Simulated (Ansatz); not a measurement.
# PdN₂ (singlet): the correlation ladder, def2-TZVPP

An exercise on one series of results from a longer session: the logs are not shown, and one member is left open.

Program: Ansatz 0.2.0, Gaussian basis. Level of theory: def2-TZVPP, core rule «outside noble gas», up to 6 orbitals frozen. These are calculated values, not measurements.

Plan: UHF; CCSD(T) on RHF; CCSDT(Q) on RHF.

1 further run of the same task is left out (for a known fault of the program).

### The system

The geometry is a PBE0/def2-TZVP stationary point (not a proven minimum). No spin-orbit coupling is included. Elements past krypton take def2 core potentials.

3 atoms, charge 0, spin multiplicity 1.

Atoms are counted from 1 here; the program's logs count them from 0.

Bond lengths: Pd1–N2 2.157 Å, Pd1–N3 2.157 Å, N2–N3 1.118 Å. Angles: N2–Pd1–N3 30.0°, Pd1–N2–N3 75.0°, Pd1–N3–N2 75.0°.

As a file:

```xyz
3
N2Pd
Pd    0.0000    0.0000    0.4342
N     0.0000   -0.5591   -1.6494
N     0.0000    0.5591   -1.6494
```

The first run:

Contents of in.yaml:

```yaml
crystal:
  periodic: [false, false, false]
  atoms:
    - {symbol: Pd, position_ang: [0.000000, 0.000000, 0.434172]}
    - {symbol: N, position_ang: [0.000000, -0.559120, -1.649376]}
    - {symbol: N, position_ang: [0.000000, 0.559120, -1.649376]}
basis:
  gaussian: {orbitals: def2-TZVPP}
magnetization: {spin_polarized: true, initial_magnetization: 0}
hamiltonian: {xc: hf}
output: {orbitals: {seedname: orbitals}}
```

Run with:

```
ansatz run in.yaml --threads 1 --pin off --events-out ev --progress --plain --max-ram 4096MiB --backend cpu
```

Among the steps run: UHF; CCSD(T) on RHF; CCSDT(Q) on RHF.

One of the session's tables, all rows but one given; the rest of the session is left out.

| method | from RCCSDT(Q) (kcal/mol) |
| --- | --- |
| RHF | ? |
| RMP2 | -3.61 |
| RCCSD | +25.34 |
| RCCSD(T) | +0.72 |
| RCCSDT | +1.80 |
| RCCSDT(Q) | 0 |

Estimate the missing values for RHF.

The run gave: from RCCSDT(Q) (kcal/mol): +481.80. In the column «from RCCSDT(Q) (kcal/mol)» it is the highest.

With the free atoms at the same levels and basis (separate runs), the atomisation energy is 9.751 eV at RCCSDT(Q), 9.722 eV at RCCSD(T), 4.346 eV at RHF.
